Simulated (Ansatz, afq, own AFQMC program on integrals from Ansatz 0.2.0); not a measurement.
**BGeH2 (doublet): quantum Monte Carlo beside coupled cluster at distance Ge1–B2 = 4.202 Å, cc-pVDZ**

Aim: compute BGeH2 (doublet) with auxiliary-field quantum Monte Carlo on the same integrals as coupled cluster, and set the energies side by side.

Method: cc-pVDZ, frozen cores; program: Ansatz 0.2.0, Gaussian basis, and an in-house AFQMC program (afq) on its integrals; all values are calculated.

To be run: PBE (unrestricted); r2SCAN (unrestricted); PBE0 (unrestricted); B3LYP (unrestricted); wB97M-V (unrestricted); B2PLYP (unrestricted); CCSD(T) on UHF; CCSDT(Q) on UHF; Phaseless AFQMC, single-determinant trial on UHF.

2 further runs of the same task are left out: 2 that didn't finish.

## 1. The system

The geometry derives from a PBE0/def2-TZVP stationary point (not a proven minimum). One bond is set to the value named and the two fragments are kept rigid. No spin-orbit coupling is included. The filled d shell of Ge may be among the frozen orbitals whatever the setting's name suggests; the logs give the count.

4 atoms, charge 0, spin multiplicity 2.

Atoms are counted from 1 here; the program's logs count them from 0.

Bond lengths: Ge1–H3 1.520 Å, Ge1–H4 1.520 Å. Angles: H3–Ge1–H4 119.5°.

## 2. PBE (unrestricted)

Contents of in.yaml:

```yaml
crystal:
  periodic: [false, false, false]
  atoms:
    - {symbol: Ge, position_ang: [0.000000, 0.000000, -0.513463]}
    - {symbol: B, position_ang: [0.000000, 0.000000, 3.688537]}
    - {symbol: H, position_ang: [0.000000, 1.313392, -1.279239]}
    - {symbol: H, position_ang: [0.000000, -1.313392, -1.279239]}
basis:
  gaussian: {orbitals: cc-pVDZ}
magnetization: {spin_polarized: true, initial_magnetization: 1}
hamiltonian: {xc: {name: PBE}}
output: {orbitals: {seedname: orbitals}}
```

The run is started by

```console
> ansatz run in.yaml --threads 1 --pin off --events-out ev --progress --plain --max-ram 1382MiB
```

Log:

```text
Functional definition: PBE
  name "PBE"
  cite "Perdew, Burke & Ernzerhof, Phys. Rev. Lett. 77, 3865 (1996) doi:10.1103/PhysRevLett.77.3865"
  parent pbe
  parameter kappa = 0.804
  parameter beta = 0.06672455060314922
  exchange = pbe_x(kappa = kappa, mu = beta*pi^2/3)
  correlation = pbe_c(beta = beta)
645 factors; their error is unknown
mean field evaluation 1: about -57202.8958 eV, gradient 1.3e1 eV
mean field evaluation 2: about -56976.2921 eV, gradient 9.7e1 eV
mean field evaluation 4: about -57073.2612 eV, gradient 7.1e1 eV
mean field evaluation 8: about -57208.6665 eV, gradient 1.1e0 eV
mean field evaluation 16: about -57208.7085 eV, gradient 2.0e-5 eV
mean field evaluation 32: about -57207.8938 eV, gradient 1.5e0 eV
mean field evaluation 64: about -57208.6311 eV, gradient 1.1e0 eV
mean field evaluation 96: about -57208.7107 eV, gradient 1.0e-1 eV
mean field evaluation 128: about -57207.3703 eV, gradient 5.8e0 eV
mean field evaluation 160: about -57208.4776 eV, gradient 1.8e-1 eV
mean field -57208.70847213 eV, -2102.3812588955 hartree, gradient 2.0e-6 eV, S^2 0.753183; 11 other end points of the search recorded, 0 dependent functions left out
reference -57208.70851033 eV, -2102.3812602992 hartree; 20, 19 occupied and 31, 32 virtual orbitals, 645 factors
Total energy: -57208.70851033 eV, -2102.3812602992 hartree
```

Wall time 14 s (1 thread of Arm Neoverse V2, shared host).

From the report: ⟨S²⟩ of the determinant 0.753 (pure doublet: 0.75).

## 3. r2SCAN (unrestricted)

Edit in.yaml of step 2 so:

```diff
@@ -10,3 +10,2 @@
 magnetization: {spin_polarized: true, initial_magnetization: 1}
-hamiltonian: {xc: {name: PBE}}
-output: {orbitals: {seedname: orbitals}}
+hamiltonian: {xc: {name: r2SCAN}}
```

Launched as before.

Log, shortened:

```text
Functional definition: r2SCAN
  name "r2SCAN"
  cite "Furness, Kaplan, Ning, Perdew & Sun, J. Phys. Chem. Lett. 11, 8208 (2020) doi:10.1021/acs.jpclett.0c02405"
  cite "Furness, Kaplan, Ning, Perdew & Sun, J. Phys. Chem. Lett. 11, 9248 (2020) doi:10.1021/acs.jpclett.0c03077"
  parent r2scan
[...]
645 factors; their error is unknown
[...]
mean field -57217.70191905 eV, -2102.7117619736 hartree, gradient 8.2e-6 eV, S^2 1.173131; 14 other end points of the search recorded, 0 dependent functions left out
reference -57217.70193161 eV, -2102.7117624353 hartree; 20, 19 occupied and 31, 32 virtual orbitals, 645 factors
Total energy: -57217.70193161 eV, -2102.7117624353 hartree
```

Run time: 52 s. Hardware: 1 thread of Arm Neoverse V2, shared host.

From the report: ⟨S²⟩ of the determinant 1.173 (pure doublet: 0.75).

## 4. PBE0 (unrestricted)

Edit in.yaml of step 3 so:

```diff
@@ -10,2 +10,3 @@
 magnetization: {spin_polarized: true, initial_magnetization: 1}
-hamiltonian: {xc: {name: r2SCAN}}
+hamiltonian: {xc: {name: PBE0}}
+output: {orbitals: {seedname: orbitals}}
```

Launched as before.

Log, shortened:

```text
Functional definition: PBE0
  name "PBE0"
  cite "Adamo & Barone, J. Chem. Phys. 110, 6158 (1999) doi:10.1063/1.478522"
  cite "Perdew, Burke & Ernzerhof, Phys. Rev. Lett. 77, 3865 (1996) doi:10.1103/PhysRevLett.77.3865"
  parent pbe
[...]
546 factors; integrals over basis functions are off by at most 1.1e-3 eV
[...]
mean field -57210.40806876 eV, -2102.4437179195 hartree, gradient 6.1e-6 eV, S^2 1.031047; 8 other end points of the search recorded, 0 dependent functions left out
reference -57210.40809799 eV, -2102.4437189937 hartree; 20, 19 occupied and 31, 32 virtual orbitals, 546 factors
Total energy: -57210.40809799 eV, -2102.4437189937 hartree
```

Wall time 11 s (1 thread of Arm Neoverse V2, shared host).

From the report: ⟨S²⟩ of the determinant 1.031 (pure doublet: 0.75).

## 5. B3LYP (unrestricted)

Edit in.yaml of step 4 so:

```diff
@@ -10,3 +10,2 @@
 magnetization: {spin_polarized: true, initial_magnetization: 1}
-hamiltonian: {xc: {name: PBE0}}
-output: {orbitals: {seedname: orbitals}}
+hamiltonian: {xc: {name: B3LYP}}
```

Same command.

Log, shortened:

```text
Functional definition: B3LYP
  name "B3LYP"
  cite "Stephens, Devlin, Chabalowski & Frisch, J. Phys. Chem. 98, 11623 (1994) doi:10.1021/j100096a001"
  cite "Becke, Phys. Rev. A 38, 3098 (1988) doi:10.1103/PhysRevA.38.3098"
  cite "Lee, Yang & Parr, Phys. Rev. B 37, 785 (1988) doi:10.1103/PhysRevB.37.785"
  cite "Vosko, Wilk & Nusair, Can. J. Phys. 58, 1200 (1980) doi:10.1139/p80-159"
[...]
546 factors; integrals over basis functions are off by at most 1.1e-3 eV
[...]
mean field -57220.26304806 eV, -2102.8058817288 hartree, gradient 4.6e-6 eV, S^2 0.861592; 7 other end points of the search recorded, 0 dependent functions left out
reference -57220.26330106 eV, -2102.8058910266 hartree; 20, 19 occupied and 31, 32 virtual orbitals, 546 factors
Total energy: -57220.26330106 eV, -2102.8058910266 hartree
```

It took 9 s on 1 thread of Arm Neoverse V2, shared host.

From the report: ⟨S²⟩ of the determinant 0.862 (pure doublet: 0.75).

## 6. wB97M-V (unrestricted)

Edit in.yaml of step 5 so:

```diff
@@ -10,2 +10,3 @@
 magnetization: {spin_polarized: true, initial_magnetization: 1}
-hamiltonian: {xc: {name: B3LYP}}
+hamiltonian: {xc: {name: wB97M-V}}
+output: {orbitals: {seedname: orbitals}}
```

Same command.

Log, shortened:

```text
Functional definition: wB97M-V
  name "wB97M-V"
  cite "Mardirossian & Head-Gordon, J. Chem. Phys. 144, 214110 (2016) doi:10.1063/1.4952647"
  cite "Becke, J. Chem. Phys. 107, 8554 (1997) doi:10.1063/1.475007"
  cite "Vydrov & Van Voorhis, J. Chem. Phys. 133, 244103 (2010) doi:10.1063/1.3521275"
  # Of w^i u^j: cxij and so on, Table III.
[...]
  gx(w, u) = 1 - cx + cx01*u + cx10*w
  gss(w, u) = css00 + css04*u^4 + css10*w + css20*w^2 + css43*w^4*u^3
  gos(w, u) = cos00 + cos10*w + (cos20 + cos21*u)*w^2 + (cos60 + cos61*u)*w^6
[...]
      + integral(e_c_pw_mod_opposite_spin*gos(b97_w_opposite, b97_u_opposite)) + vv10(b, c)
546 factors; integrals over basis functions are off by at most 1.1e-3 eV
168 factors; integrals over basis functions are off by at most 1.3e-5 eV
[...]
mean field -57215.12362716 eV, -2102.6170114943 hartree, gradient 5.1e-6 eV, S^2 0.750651; 3 other end points of the search recorded, 0 dependent functions left out
reference -57215.12366823 eV, -2102.6170130039 hartree; 20, 19 occupied and 31, 32 virtual orbitals, 546 factors
Total energy: -57215.12366823 eV, -2102.6170130039 hartree
```

It took 26 s on 1 thread of Arm Neoverse V2, shared host.

From the report: ⟨S²⟩ of the determinant 0.751 (pure doublet: 0.75).

## 7. B2PLYP (unrestricted)

Edit in.yaml of step 6 so:

```diff
@@ -10,3 +10,3 @@
 magnetization: {spin_polarized: true, initial_magnetization: 1}
-hamiltonian: {xc: {name: wB97M-V}}
-output: {orbitals: {seedname: orbitals}}
+hamiltonian: {xc: {name: B2PLYP}}
+correlation: {electrons: outside_noble_gas}
```

The command is unchanged.

Log, shortened:

```text
Functional definition: B2PLYP
  name "B2PLYP"
  cite "Grimme, J. Chem. Phys. 124, 034108 (2006) doi:10.1063/1.2148954"
  cite "Becke, Phys. Rev. A 38, 3098 (1988) doi:10.1103/PhysRevA.38.3098"
  cite "Lee, Yang & Parr, Phys. Rev. B 37, 785 (1988) doi:10.1103/PhysRevB.37.785"
[...]
546 factors; integrals over basis functions are off by at most 1.1e-3 eV
[...]
mean field -57205.44257743 eV, -2102.2612394788 hartree, gradient 1.6e-9 eV, S^2 1.096132; 15 other end points of the search recorded, 0 dependent functions left out
15 core orbitals not correlated: weight in the atoms' cores, before any rotation towards them, 0.999 or more for the frozen orbitals, at most 0.001 for the correlated occupied ones
reference -57205.44273724 eV, -2102.2612453520 hartree; 5, 4 occupied and 31, 32 virtual orbitals, 546 factors
second order -3.97803708 eV of doubles, -0.00000000 eV of singles
Total energy: -57206.51680726 eV, -2102.3007166969 hartree
```

Wall time 20 s (1 thread of Arm Neoverse V2, shared host).

From the report: ⟨S²⟩ of the determinant 1.096 (pure doublet: 0.75).

## 8. CCSD(T) on UHF

Edit in.yaml of step 7 so:

```diff
@@ -10,3 +10,2 @@
 magnetization: {spin_polarized: true, initial_magnetization: 1}
-hamiltonian: {xc: {name: B2PLYP}}
-correlation: {electrons: outside_noble_gas}
+correlation: {method: ccsd_t, electrons: outside_noble_gas, hamiltonian_folder: ham}
```

Launched as before.

Log, shortened:

```text
Functional definition: HF
  name "HF"
  cite "Fock, Z. Phys. 61, 126 (1930) doi:10.1007/BF01340294"
  parent pbe
[...]
546 factors; integrals over basis functions are off by at most 1.1e-3 eV
[...]
mean field -57170.13933261 eV, -2100.9638691612 hartree, gradient 1.3e-10 eV, S^2 1.354433; 38 other end points of the search recorded, 0 dependent functions left out
determinant -57170.13933261 eV, -2100.9638691612 hartree, with singles and doubles -57174.41102775 eV, -2101.1208510621 hartree
determinant -57170.13926285 eV, -2100.9638665976 hartree, with singles and doubles -57174.41513916 eV, -2101.1210021536 hartree
determinant -57170.05192110 eV, -2100.9606568476 hartree, with singles and doubles -57174.30134843 eV, -2101.1168204215 hartree
determinant -57170.03329414 eV, -2100.9599723192 hartree, with singles and doubles -57174.10267338 eV, -2101.1095192482 hartree
[...]
determinant -57169.99942918 eV, -2100.9587278048 hartree, with singles and doubles -57174.05594808 eV, -2101.1078021249 hartree
determinant -57169.99317172 eV, -2100.9584978475 hartree, with singles and doubles -57174.05001657 eV, -2101.1075841461 hartree
determinant -57169.91848677 eV, -2100.9557532262 hartree, with singles and doubles -57174.49475911 eV, -2101.1239281329 hartree
determinant -57169.76481833 eV, -2100.9501060151 hartree, with singles and doubles -57174.37253562 eV, -2101.1194365025 hartree
15 core orbitals not correlated: weight in the atoms' cores, before any rotation towards them, 0.999 or more for the frozen orbitals, at most 0.000 for the correlated occupied ones
reference -57169.91848677 eV, -2100.9557532262 hartree; 5, 4 occupied and 31, 32 virtual orbitals, 546 factors
second order -3.26625924 eV of doubles, -0.00000000 eV of singles
cycle   1  -4.57627531 eV  change   -3.0e-6 eV  update   2.9e-6
perturbative correction -0.08093414 eV, -0.0029742747 hartree
Total energy: -57174.57569621 eV, -2101.1269025164 hartree
```

It took 41 s on 1 thread of Arm Neoverse V2, shared host.

From the report: ⟨S²⟩ of the determinant 0.759 (pure doublet: 0.75); correlation -4.6572 eV; T1 0.013; largest double amplitude 0.13.

This run also writes the integrals to the folder ham.

## 9. CCSDT(Q) on UHF

Edit in.yaml of step 8 so:

```diff
@@ -10,2 +10,2 @@
 magnetization: {spin_polarized: true, initial_magnetization: 1}
-correlation: {method: ccsd_t, electrons: outside_noble_gas, hamiltonian_folder: ham}
+correlation: {method: ccsdt_q, electrons: outside_noble_gas}
```

Same command.

Log, shortened:

```text
Functional definition: HF
  name "HF"
  cite "Fock, Z. Phys. 61, 126 (1930) doi:10.1007/BF01340294"
  parent pbe
[...]
963 factors; integrals over basis functions are off by at most 1.3e-7 eV
[...]
mean field -57170.13942144 eV, -2100.9638724257 hartree, gradient 5.4e-11 eV, S^2 1.354436; 38 other end points of the search recorded, 0 dependent functions left out
determinant -57170.13942144 eV, -2100.9638724257 hartree, with singles and doubles -57174.41112255 eV, -2101.1208545459 hartree
determinant -57170.13935556 eV, -2100.9638700046 hartree, with singles and doubles -57174.41523801 eV, -2101.1210057864 hartree
determinant -57170.05200856 eV, -2100.9606600614 hartree, with singles and doubles -57174.30143614 eV, -2101.1168236448 hartree
determinant -57170.03337157 eV, -2100.9599751649 hartree, with singles and doubles -57174.10275390 eV, -2101.1095222071 hartree
[...]
determinant -57169.99325000 eV, -2100.9585007242 hartree, with singles and doubles -57174.05009859 eV, -2101.1075871602 hartree
determinant -57169.91857908 eV, -2100.9557566187 hartree, with singles and doubles -57174.49485957 eV, -2101.1239318248 hartree
determinant -57169.76489917 eV, -2100.9501089860 hartree, with singles and doubles -57174.37262300 eV, -2101.1194397136 hartree
15 core orbitals not correlated: weight in the atoms' cores, before any rotation towards them, 0.999 or more for the frozen orbitals, at most 0.000 for the correlated occupied ones
reference -57169.91857908 eV, -2100.9557566187 hartree; 5, 4 occupied and 31, 32 virtual orbitals, 963 factors
second order -3.26629090 eV of doubles, -0.00000000 eV of singles
cycle   1  -4.09818491 eV  change   -8.3e-1 eV  update   8.9e-2
[...]
cycle  44  -4.68412499 eV  change   -4.4e-7 eV  update   7.2e-7
perturbative correction -0.00297887 eV, -0.0001094713 hartree
Total energy: -57174.60568294 eV, -2101.1280045085 hartree
```

Wall time 78 s (1 thread of Arm Neoverse V2, shared host).

From the report: ⟨S²⟩ of the determinant 0.759 (pure doublet: 0.75); correlation -4.6871 eV; T1 0.014; largest double amplitude 0.13.

## 10. Phaseless AFQMC, single-determinant trial on UHF

It reads the integrals that the CCSD(T) run on this determinant wrote.

The run is started by

```console
> afq ham --method phaseless --trial hf --walkers 120 --populations 1 --least-time 40 --time-step 0.005 --steps-per-block 20 --equilibration-blocks 160 --max-blocks 600 --target-error 0.00216 --factor-cut 1e-05 --start spin_pure --seed 2509 --taylor-order 6
```

Log:

```text
orbitals 36  electrons 5 4  factors 257 of 546
reference energy -2100.95575323 Eh
CCSD correlation -0.16817477 Eh in 18 cycles, weight of the determinant in the CISD state 0.8587
energy of the start -2100.955871 Eh
 block  time / (1/Eh)  mean weight  energy / Eh
     1     0.100  0.9997  -2100.978315
     2     0.200  1.0013  -2100.995875
     3     0.300  1.0009  -2101.010507
     4     0.400  1.0000  -2101.025019
     5     0.500  1.0003  -2101.034852
     6     0.600  1.0031  -2101.048849
     7     0.700  0.9997  -2101.055187
     8     0.800  1.0017  -2101.055962
     9     0.900  1.0008  -2101.059299
    10     1.000  1.0002  -2101.067373
    17     1.700  1.0001  -2101.100153
    33     3.300  0.9993  -2101.120894
    49     4.900  1.0007  -2101.136473
    65     6.500  1.0015  -2101.131061
    81     8.100  0.9990  -2101.134736
    97     9.700  1.0004  -2101.137826
   113    11.300  1.0010  -2101.126470
   129    12.900  0.9995  -2101.147244
   145    14.500  0.9996  -2101.118592
   161    16.100  0.9992  -2101.123558
   177    17.700  1.0009  -2101.119743
   193    19.300  0.9997  -2101.147668
   209    20.900  0.9993  -2101.152863
   225    22.500  0.9995  -2101.134676
   241    24.100  1.0008  -2101.136835
   257    25.700  1.0010  -2101.190079
   273    27.300  1.0006  -2101.128804
   289    28.900  0.9993  -2101.107312
   305    30.500  1.0002  -2101.170820
   321    32.100  1.0013  -2101.132223
   337    33.700  0.9987  -2101.124058
   353    35.300  0.9999  -2101.123687
   369    36.900  1.0020  -2101.124035
   385    38.500  1.0006  -2101.101231
   401    40.100  1.0014  -2101.134195
   417    41.700  0.9985  -2101.120269
   433    43.300  0.9999  -2101.138657
   449    44.900  0.9992  -2101.107465
   465    46.500  1.0002  -2101.115020
   481    48.100  1.0011  -2101.110165
   497    49.700  1.0011  -2101.121101
   513    51.300  0.9993  -2101.117281
   529    52.900  1.0009  -2101.128709
   545    54.500  1.0008  -2101.121246
   561    56.100  1.0017  -2101.116922
   577    57.700  0.9997  -2101.121651
   593    59.300  1.0005  -2101.126819
   609    60.900  1.0015  -2101.130120
   625    62.500  0.9994  -2101.144315
blocks merged  error / Eh  count
     1  0.000758  480
     2  0.001000  240
     4  0.001334  120
     8  0.001671  60
    16  0.002014  30
    32  0.002258  15
energy -2101.129083 +/- 0.002014 Eh
```

It took 3.2 min on 1 thread of Arm Neoverse V2, shared host.

Energy -57174.6350 ± 0.0548 eV. Caveats: constraint bias not in the error.

## 11. AFQMC on the ladder

On the UHF determinant, counted from CCSDT(Q) (a yardstick, not exact):

```csv
level,energy (eV),from CCSDT(Q) (kJ/mol),statistical error (kJ/mol),time
HF,-57169.9185,+452.2,,
MP2,-57173.1847,+137.1,,
CCSD,-57174.4948,+10.7,,
CCSD(T),-57174.5757,+2.9,,
CCSDT(Q),-57174.6057,0.0,,
"Phaseless AFQMC, single-determinant trial, step 0.005, 120 walkers",-57174.6350,-2.8,5.3,3.2 min
```

The functionals' totals stand on their own zeros and serve differences with other points: PBE -57208.709 eV; r2SCAN -57217.702 eV; PBE0 -57210.408 eV; B3LYP -57220.263 eV; wB97M-V -57215.124 eV; B2PLYP -57206.517 eV.

## 12. What came out

| quantity | value |
| --- | --- |
| CCSD(T) on UHF from CCSDT(Q) | +2.9 kJ/mol |
| Phaseless AFQMC, single-determinant trial on UHF from CCSDT(Q) | -2.8 ± 5.3 kJ/mol |

What this shows: Error bars are statistical and leave out the constraint, the time step and what remains of the start.
